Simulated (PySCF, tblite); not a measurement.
# CH₆HfO₃, a small molecule taken as a stand-in for a surface group (hafnium hydroxide): NMR shifts, core binding energies and electronic excitations, part 2 of 2

tblite 0.8.0 and PySCF 2.14.0. Atoms count from 0, parts from 1. Earlier steps stand in the parts before.

## 4. Shielding tensors: PBE0/def2-SVP+pcSseg-1

What the job is given:

```
{"job": {"kind": "nmr", "xc": "PBE0", "basis": {"default": "pcSseg-1", "Hf": "def2-SVP"}}, "charge": 0, "multiplicity": 1}
O     -1.942280    -0.149527    -0.868170
Hf    -0.094999     0.249209    -0.481764
O      1.142289    -0.560413    -1.720665
O      0.246215     2.119524    -0.152759
C      0.303185    -0.753534     1.465680
H     -2.817973    -0.335441    -1.198040
H      1.747239    -0.859299    -2.394931
H      0.318466     3.069199    -0.103984
H      1.346392    -0.599157     1.794700
H     -0.352852    -0.365153     2.264984
H      0.136567    -1.843729     1.405120
```

Level: GIAO PBE0/pcSseg-1 Hf:def2-SVP NMR shielding, scalar relativity only through core potentials, gas phase.

Log:

```text
coarse grid: 44392 points
cycle   1  E = -314.8789119726  dE = -1.243e+01  |g| = 1.374e+00  |ddm| = 7.724e+00
cycle   2  E = -314.5878319048  dE =  2.911e-01  |g| = 1.888e+00  |ddm| = 2.497e+00
cycle   3  E = -315.2534325938  dE = -6.656e-01  |g| = 2.815e-01  |ddm| = 1.432e+00
cycle   4  E = -315.2704684107  dE = -1.704e-02  |g| = 5.173e-02  |ddm| = 2.752e-01
cycle   5  E = -315.2711660654  dE = -6.977e-04  |g| = 4.986e-03  |ddm| = 5.312e-02
cycle   6  E = -315.2711689037  dE = -2.838e-06  |g| = 3.727e-03  |ddm| = 7.076e-03
cycle   7  E = -315.2711725296  dE = -3.626e-06  |g| = 2.368e-04  |ddm| = 3.271e-03
final grid: 92440 points
cycle   8  E = -315.2712461982  dE = -4.071e-08  |g| = 2.591e-04  |ddm| = 7.023e-04
cycle   9  E = -315.2712461802  dE =  1.806e-08  |g| = 3.999e-04  |ddm| = 5.247e-04
cycle  10  E = -315.2712462137  dE = -3.359e-08  |g| = 4.845e-05  |ddm| = 2.843e-04
cycle  11  E = -315.2712462142  dE = -4.231e-10  |g| = 1.030e-05  |ddm| = 4.142e-05
converged SCF energy = -315.2712462142

GIAO shielding tensors (ppm)
atom      isotropic    diamagn.    paramagn.     s11        s22        s33       span
  0 O      170.761     391.332    -220.572     46.569    124.116    341.598    295.029
  1 Hf         nan         nan         nan        nan        nan        nan        nan
  2 O      170.400     391.368    -220.968     45.772    123.457    341.971    296.199
  3 O      169.894     391.301    -221.407     45.794    121.573    342.317    296.523
  4 C      173.087     253.864     -80.776    162.510    162.896    193.855     31.345
  5 H       28.851      30.916      -2.065     21.577     22.060     42.915     21.339
  6 H       28.839      30.935      -2.097     21.511     21.985     43.020     21.509
  7 H       28.818      30.924      -2.106     21.528     21.977     42.949     21.421
  8 H       31.078      30.169       0.909     28.596     29.009     35.627      7.031
  9 H       31.067      30.172       0.896     28.585     29.019     35.599      7.014
 10 H       31.066      30.179       0.887     28.576     29.029     35.592      7.016
```

It took 19 s on 1 thread of Arm Neoverse N1, shared host; peak memory 0.69 GiB.

The references, computed at this level on geometries of the same kind, shield at (ppm): $^{1}$H TMS 31.27, $^{13}$C TMS 184.4, $^{17}$O H2O 334.6. Their shielding less the atom's gives the shift. The references are single molecules in the gas phase, so shifts against H2O, NH3, PH3, H3PO4 or CFCl3 are not on the usual liquid scales and can be off by tens of ppm. Atoms listed in one row are averaged.

```
      atoms                         environment  σ (ppm)  δ (ppm)
         C4            carbon bonded to Hf, 3 H    173.1     11.3
 H5, H6, H7  hydrogen on an oxygen bonded to Hf    28.84     2.43
H8, H9, H10   hydrogen on a carbon bonded to Hf    31.07     0.20
 O0, O2, O3              oxygen bonded to Hf, H    170.4    164.2
```

Atoms past Kr carry core potentials, so their printed shieldings have no meaning and are left out of the table.

The run also stored atomic charges by several schemes (e):

```
     atoms  Mulliken  ESP fit
O0, O2, O3     -0.59    -1.01
       Hf1      1.43     1.85
        C4     -0.78    -0.73
```

Mayer bond orders: O0–Hf1 1.04, Hf1–O2 1.04, Hf1–O3 1.04, Hf1–C4 0.84.

With diffuse functions Mulliken charges and Mayer bond orders lose their meaning; the other schemes are steadier.

## 5. Core-electron binding energies: SCAN, X2C

Same as in step 4 but for these lines:

```diff
@@ -1,2 +1,2 @@
-{"job": {"kind": "nmr", "xc": "PBE0", "basis": {"default": "pcSseg-1", "Hf": "def2-SVP"}}, "charge": 0, "multiplicity": 1}
+{"job": {"kind": "xps", "holes": 5}, "charge": 0, "multiplicity": 1}
 O     -1.942280    -0.149527    -0.868170
```

With the program's defaults for keys left out, this is: delta-SCF UKS SCAN, pcX-2 on the ionised atom, pcseg-1 elsewhere (x2c-SVPall past Kr), spin-free X2C.

Log:

```text
ground state, core basis on atom 0 (O), 183 functions
  cycle   1  E = -15347.09930217  |g| = 1.50e+00
  cycle   2  E = -15344.44572721  |g| = 3.90e+00
  cycle   3  E = -15347.44953552  |g| = 5.03e-01
  cycle   4  E = -15347.51466996  |g| = 1.85e-01
  cycle   5  E = -15347.52036333  |g| = 8.26e-02
  cycle   6  E = -15347.52175814  |g| = 3.71e-02
  cycle   7  E = -15347.52198479  |g| = 9.56e-03
  cycle   8  E = -15347.52199719  |g| = 4.94e-03
  cycle   9  E = -15347.52199925  |g| = 4.60e-04
  E(ground) = -15347.80260712 Eh
hole in O 1s of atom 0
  cycle   1  E = -15326.93225869  |g| = 2.23e+00
  cycle   2  E = -15325.58148405  |g| = 2.47e+00
  cycle   3  E = -15327.48953357  |g| = 7.77e-01
  cycle   4  E = -15327.59339963  |g| = 6.32e-01
  cycle   5  E = -15327.73475455  |g| = 2.51e-01
  cycle   6  E = -15327.75989248  |g| = 8.36e-02
  cycle   7  E = -15327.76264934  |g| = 3.31e-02
  cycle   8  E = -15327.76321172  |g| = 5.96e-03
  cycle   9  E = -15327.76322810  |g| = 1.22e-03
  cycle  10  E = -15327.76322860  |g| = 7.25e-04
  cycle  11  E = -15327.76322587  |g| = 6.36e-04
  cycle  12  E = -15327.76322228  |g| = 2.10e-04
  E(ion) = -15328.04529821 Eh   <S^2> = 0.7618   hole on atom = 1.000   binding energy = 537.624 eV
ground state, core basis on atom 4 (C), 183 functions
  cycle   1  E = -15347.48949230  |g| = 9.33e-02
  cycle   2  E = -15347.48539899  |g| = 1.61e-01
  cycle   3  E = -15347.49048748  |g| = 2.38e-02
  cycle   4  E = -15347.49059303  |g| = 7.50e-03
  cycle   5  E = -15347.49060406  |g| = 2.17e-03
  cycle   6  E = -15347.49060004  |g| = 4.44e-04
  E(ground) = -15347.77527657 Eh
hole in C 1s of atom 4
  cycle   1  E = -15336.29308337  |g| = 1.51e+00
  cycle   2  E = -15335.76161410  |g| = 1.73e+00
  cycle   3  E = -15336.81580023  |g| = 3.73e-01
  cycle   4  E = -15336.79647253  |g| = 4.26e-01
  cycle   5  E = -15336.86977303  |g| = 4.92e-02
  cycle   6  E = -15336.87062468  |g| = 1.68e-02
  cycle   7  E = -15336.87071078  |g| = 4.82e-03
  cycle   8  E = -15336.87071691  |g| = 1.63e-03
  cycle   9  E = -15336.87071514  |g| = 1.27e-03
  cycle  10  E = -15336.87071750  |g| = 9.07e-04
  cycle  11  E = -15336.87071493  |g| = 2.26e-04
  E(ion) = -15337.15472613 Eh   <S^2> = 0.7675   hole on atom = 1.000   binding energy = 289.000 eV
```

Run time: 44 s. Hardware: 1 thread of Arm Neoverse N1, shared host; peak memory 0.69 GiB.

Atoms past Kr, which the light-atom basis doesn't hold, take an all-electron relativistic set.

Binding energies by hole, beside the orbital energy of the ground state; the difference holds orbital relaxation and, for a density functional, its self-interaction error:

```
     hole  stands for               environment  ΔSCF (eV)  −ε (eV)   ⟨S²⟩
O1s on O0  O0, O2, O3    oxygen bonded to Hf, H     537.62    516.3  0.762
C1s on C4          C4  carbon bonded to Hf, 3 H     289.00    272.3  0.768
```

Each hole run stands for the others of its class of like atoms.

## 6. TDDFT and polarisability: CAM-B3LYP/def2-SVPD

Same as in step 5 but for these lines:

```diff
@@ -1,2 +1,2 @@
-{"job": {"kind": "xps", "holes": 5}, "charge": 0, "multiplicity": 1}
+{"job": {"kind": "uv", "xc": "CAM-B3LYP", "basis": "def2-SVPD", "nstates": 6, "ntriplets": 2, "ip": true}, "charge": 0, "multiplicity": 1}
 O     -1.942280    -0.149527    -0.868170
```

Level: TDDFT CAM-B3LYP/def2-SVPD, vertical, gas phase, core orbitals frozen in the response.

Log:

```text
coarse grid: 44392 points
cycle   1  E = -314.9383285386  dE = -1.266e+01  |g| = 1.301e+00  |ddm| = 8.031e+00
cycle   2  E = -314.7648159929  dE =  1.735e-01  |g| = 1.669e+00  |ddm| = 2.353e+00
cycle   3  E = -315.2867250922  dE = -5.219e-01  |g| = 1.935e-01  |ddm| = 1.144e+00
cycle   4  E = -315.2947083588  dE = -7.983e-03  |g| = 4.323e-02  |ddm| = 2.264e-01
cycle   5  E = -315.2952017126  dE = -4.934e-04  |g| = 5.243e-03  |ddm| = 5.998e-02
cycle   6  E = -315.2952087084  dE = -6.996e-06  |g| = 3.172e-03  |ddm| = 1.057e-02
cycle   7  E = -315.2952116724  dE = -2.964e-06  |g| = 2.861e-04  |ddm| = 4.551e-03
final grid: 92440 points
cycle   8  E = -315.2952682287  dE = -8.160e-08  |g| = 2.295e-04  |ddm| = 2.492e-03
cycle   9  E = -315.2952682299  dE = -1.169e-09  |g| = 2.663e-04  |ddm| = 5.844e-04
cycle  10  E = -315.2952682449  dE = -1.503e-08  |g| = 4.267e-05  |ddm| = 2.357e-04
cycle  11  E = -315.2952682454  dE = -4.303e-10  |g| = 1.301e-05  |ddm| = 6.163e-05
converged SCF energy = -315.2952682454

Static polarisability (au): isotropic 65.639, principal 63.124 63.209 70.586

Singlet excitations
state   eV       nm        f      main configurations
  1   6.4620    191.9   0.00536   H->L+4 0.95
  2   6.4715    191.6   0.00531   H->L+5 0.95
  3   6.4856    191.2   0.01948   H->L 0.76, H->L+3 0.17
  4   7.4587    166.2   0.00027   H->L+7 0.48, H->L+9 0.15, H->L+8 0.13
  5   7.4672    166.0   0.00039   H->L+8 0.44, H->L+7 0.15, H->L+10 0.14
  6   7.5104    165.1   0.00507   H->L+1 0.64, H->L+8 0.22

Triplet excitations (Tamm-Dancoff, eV): 5.9417 5.9518
Vertical ionisation energy (delta-SCF) = 9.5461 eV
```

It took 65 s on 1 thread of Arm Neoverse N1, shared host; peak memory 0.86 GiB.

The orbitals next to the gap, with their largest atomic shares:

```
orbital      eV                       atoms
 HOMO−3  -10.71   O3 32 %, O0 31 %, O2 15 %
 HOMO−2  -10.70   O2 38 %, O0 22 %, O3 20 %
 HOMO−1  -10.37   O3 30 %, O2 30 %, O0 29 %
   HOMO   -8.70   C4 52 %, Hf1 22 %, H8 7 %
   LUMO    0.39    Hf1 59 %, O0 8 %, O2 8 %
 LUMO+1    1.07  Hf1 57 %, O2 14 %, O3 11 %
 LUMO+2    1.07   Hf1 57 %, O0 16 %, H5 9 %
```

With each of the 6 states as a Gaussian band of 0.4 eV half-width at 1/e, the curve within the window shown has maxima at 192 nm (ε 1,200), 166 nm (ε 230) L/(mol cm). Beyond the last state computed it falls off for lack of states. The curve at chosen wavelengths:

(nm, ε (L/mol/cm)): (159, 130), (161, 177), (163, 214), (165, 232), (167, 229), (169, 209), (171, 187), (174, 181), (176, 219), (178, 302), (180, 431), (182, 598), (184, 784), (186, 963), (188, 1108), (190, 1198), (192, 1219), (194, 1173), (196, 1070), (199, 850), (201, 689), (203, 535), (205, 399), (207, 286), (209, 198), (211, 133)

Further results of this job:

```
           property  computed
  dipole moment (D)      2.04
polarisability (Å³)      9.73
 HOMO–LUMO gap (eV)      9.09
      −ε(HOMO) (eV)      8.70
```

## 7. Results

The summary covers parts 1 to 2.

```
                                                                             quantity                        value
                                                                          point group                           C3
                                                 rotational constants (main isotopes)         2.66, 2.65, 2.62 GHz
                                 $^{13}$C shifts against TMS (PBE0/def2-SVP+pcSseg-1)                     11.3 ppm
 $^{1}$H shifts against TMS (PBE0/def2-SVP+pcSseg-1, means over atoms taken as alike)               2.43, 0.20 ppm
$^{17}$O shifts against H2O (PBE0/def2-SVP+pcSseg-1, means over atoms taken as alike)                    164.2 ppm
                                                     O1s binding energies, SCAN/pcX-2                 O0 537.62 eV
                                                     C1s binding energies, SCAN/pcX-2                 C4 289.00 eV
                                                 lowest singlet (CAM-B3LYP/def2-SVPD)  6.46 eV (192 nm), f = 0.005
                                             brightest single state of those computed  state 3, 6.49 eV, f = 0.019
                                                                       lowest triplet                      5.94 eV
                                                    vertical ionisation energy (ΔSCF)                      9.55 eV
```

In words: The optimisation took 43 steps and gained 0.911 eV; among the close pairs (by a distance rule), Hf1–H7 changed most, from 2.415 to 2.875 Å (PBE0/def2-SVP). No frequency check was run at this level, so the end point may be a saddle. At PBE0/def2-SVP+pcSseg-1: The largest span, 296 ppm, is at O0, O2, O3, where the paramagnetic term is -221 ppm. The first singlet state (HOMO→LUMO+4 0.95) lies at 6.46 eV and is weak; of the 6 states computed, the strongest absorption comes from states 1 to 3 together at 6.49 eV. The lowest triplet lies 0.52 eV below the lowest singlet (triplets in Tamm-Dancoff, singlets in full TDDFT). Spin-orbit coupling, left out, mixes singlets and triplets in elements this heavy. ΔSCF puts the ionisation energy at 9.55 eV, 0.85 eV above −ε(HOMO). Spin-orbit coupling is left out, which matters for shieldings and couplings at and beside the heavy atoms. A capped cluster stands for the solid here, so long-range fields and strain are missing, and bands or shifts of the capping hydrogens have no counterpart in it.
